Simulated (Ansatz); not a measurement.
## Ba, space group P6/mmm: an SCF with error handling

Computed with the Python package of Ansatz (0.2.0).

`ba.py`
```python
import warnings

import ansatz as az


def main() -> None:
    structure = (
        az.Lattice.from_parameters(4.311614, 4.311614, 3.913413, alpha=90, beta=90, gamma=120)
        .space_group(191)
        .atom('Ba', (0.0, 0.0, 0.0))
    )

    base = (
        structure.calculation()
        .functional(az.Functional.R2SCAN, dispersion='d3bj')
        .kpoints(6)
        .occupations('gaussian', width=0.1)
    )

    with warnings.catch_warnings(record=True) as caught:
        warnings.simplefilter('always')
        outcome = base.forces().stress().run()
    for item in caught:
        if issubclass(item.category, (az.RunWarning, az.DeckWarning)):
            print(item.category.__name__, '-', str(item.message)[:120])
    report = outcome.report
    doubts = report['published_state_doubts']
    if doubts or report.get('closed_by') != 'deck_thresholds':
        print('rejected:', doubts, report.get('closed_by'))
    else:
        print(f'accepted: F = {report["free_energy_ev"]:.5f} eV')


if __name__ == '__main__':
    main()
```

`python ba.py` gives:
```text
DeckWarning - basis.ecutwfc = 500 eV, auto-derived from the records' recommended cutoffs: set by Ba (their level for a meta-GGA)
DeckWarning - the engine holds no damping parameters fitted to this dispersion correction and functional, so the run takes those fitte
accepted: F = -5964.41556 eV
```

Caveats:
- Absolute energies stand on the zero of these potentials, so only differences at equal settings mean something. A total without «per atom» is that of the cell as typed.
- The dispersion term runs with damping parameters of another functional.
- Dispersion corrections can be off by several per cent in the lattices of metals, and by several GPa in the pressure at a fixed cell.
- The mesh is modest for a metal, so energies can be off by several to tens of meV an atom and pressures by half a GPa or more; differences at equal mesh fare better.
- This isn't the structure that Ba takes at ambient conditions.
- The whole script took 4.1 s on 1 thread of Arm Neoverse V1 (shared host), peak memory 0.48 GiB.
